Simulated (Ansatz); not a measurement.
Input of an Ansatz 0.2.0 run:

input.yaml

```yaml
crystal:
  lattice:
    - [0.0, 2.57761, 2.57761]
    - [2.57761, 0.0, 2.57761]
    - [2.57761, 2.57761, 0.0]
  atoms:
    - { symbol: Ge, position: [0.5, 0.5, 0.5] }
    - { symbol: W, position: [0.0, 0.0, 0.0] }
hamiltonian:
  xc: lda
  pseudopotentials: { kind: paw }
kpoints:
  mp_grid: { grid: [7, 7, 7] }
scf:
  occupations: { method: fermi_dirac, width: 0.05 }
phonons:
  method: dfpt
```

Potentials or basis: Ansatz PAW.

Command:

```console
$ ansatz run input.yaml --threads 2 --pin off --max-ram 5632MiB --backend cpu --events-out ev --progress --plain --runs-dir out
```

Question: Predict the highest phonon frequency at Γ.

Answer: 207 cm⁻¹.

Question: What does it give for the band gap on the k mesh?

Answer: None (metal or under the smearing width).

Phonon frequencies in cm⁻¹ (negative: imaginary):
| q point | frequencies |
| --- | --- |
| (0.000, 0.000, 0.000) | 0 0 0 207 207 207 |

 The run has no spin-orbit coupling, so splittings on W are missing.
